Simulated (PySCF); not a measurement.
# H8O4V ([V(H2O)4]2+): the cost of one run

Programs: PySCF 2.14.0, with routines of our own; each step states its level. All values are computed. Atoms count from 0.

## (1) The system as given

13 atoms, charge 2, states of the metal's open shell are computed; geometry from: model geometry, bond lengths from ionic radii.

## (2) Ligand-field states: state-averaged CASSCF

Job settings and geometry (Å):

```
{"job": {"kind": "lf", "basis": {"metal": "x2c-TZVPall", "ligand": "x2c-SVPall"}, "nevpt": true}, "charge": 2, "metal": "V", "open_shell": "d3"}
V      0.000000     0.000000     0.000000
O      1.172021     1.172021     1.172021
H      0.955990     2.052005     1.503998
H      2.052005     0.955990     1.503998
O     -1.172021    -1.172021     1.172021
H     -0.955990    -2.052005     1.503998
H     -2.052005    -0.955990     1.503998
O     -1.172021     1.172021    -1.172021
H     -2.052005     0.955990    -1.503998
H     -0.955990     2.052005    -1.503998
O      1.172021    -1.172021    -1.172021
H      2.052005    -0.955990    -1.503998
H      0.955990    -2.052005    -1.503998
```

Method: state-averaged CASSCF of the metal d shell, SC-NEVPT2 on the averaged canonical orbitals, state-interaction spin-orbit coupling.

Launch:

```console
> OMP_NUM_THREADS=1 python lf_run.py task.json out
```

This one command runs all jobs of the session in turn.

**Question.** How long does this first job take on 1 thread of Arm Neoverse V1, shared host, and how much memory does it need?

About 8.8 s, with a peak of 0.3 GiB.
